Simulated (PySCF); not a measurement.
**The bond of CaF+, level by level**

The task here is to estimate one member of a computed series from the others.

The runs use PySCF 2.14.0; Ca aug-pcseg-1, F aug-pcseg-1, no relativity.

The first run:

A driver script around PySCF takes these settings:

| Property | Result |
| --- | --- |
| atoms | Ca, F |
| charge | 1 |
| basis | Ca aug-pcseg-1, F aug-pcseg-1 |
| Hamiltonian | no relativity |
| basis functions | 56 |
| electrons treated | 28 |
| masses in u | 39.9626, 18.9984 |
| levels | PBE0, PBE, r²SCAN, BHandHLYP, LDA, r²SCANh, ωB97X, HF, MP2, SCS-MP2, CCSD, CCSD(T) |
| grid | 80 radial by 434 angular points |
| occupations | held fixed by the projection of orbital angular momentum |
| dissociation limit | Ca+ + F, each in its ground configuration |
| starting distance in angstrom | 2.305 |
| values of 2S to try | 0, 2 |

Launch:

```bash
$ OMP_NUM_THREADS=1 python dia.py task.json out
```

Among the steps run: Input; The PBE0 curve of the state that the search chose; Other states along the same grid; PBE (GGA); r²SCAN; BHandHLYP (global hybrid GGA); LDA (local density); r²SCANh (hybrid meta-GGA); ωB97X (range-separated hybrid); RHF (mean field); MP2 and coupled cluster.

One table of the session follows, with a row left open; its other results are not shown here.

Energy (eV) from each level's lowest point:

| R (Å) | RHF | RHF-MP2 | RHF-SCS-MP2 | RHF-CCSD | RHF-CCSD(T) |
| --- | --- | --- | --- | --- | --- |
| 1.621 | 1.661 | 1.594 | 1.629 | n/a | n/a |
| 1.696 | 0.838 | 0.804 | 0.827 | 0.830 | 0.823 |
| 1.772 | 0.337 | 0.324 | 0.338 | 0.338 | 0.334 |
| 1.828 | 0.124 | 0.120 | 0.128 | 0.128 | 0.126 |
| 1.885 | 0.019 | 0.019 | 0.023 | 0.022 | 0.021 |
| 1.942 | 0.000 | 0.000 | 0.000 | 0.000 | 0.000 |
| 2.017 | ? | ? | ? | ? | ? |
| 2.111 | 0.287 | 0.271 | 0.263 | 0.269 | 0.268 |
| 2.224 | 0.648 | 0.613 | 0.603 | 0.614 | 0.610 |
| 2.375 | 1.223 | 1.158 | 1.145 | n/a | n/a |

Q: Estimate the row for R (Å) = 2.017 from the others.

Worked estimate for «RHF». A straight line through the neighbours (1.942, 0.000) and (2.111, 0.287) gives 0.000 + (0.287 − 0.000) × (2.017 − 1.942) / (2.111 − 1.942) = 0.127; a parabola fitted to 4 rows on both sides gives 0.087.

As computed: RHF: 0.076; RHF-MP2: 0.071; RHF-SCS-MP2: 0.067; RHF-CCSD: 0.069; RHF-CCSD(T): 0.069. In «RHF» the line misses by +0.051 and the parabola by +0.011.
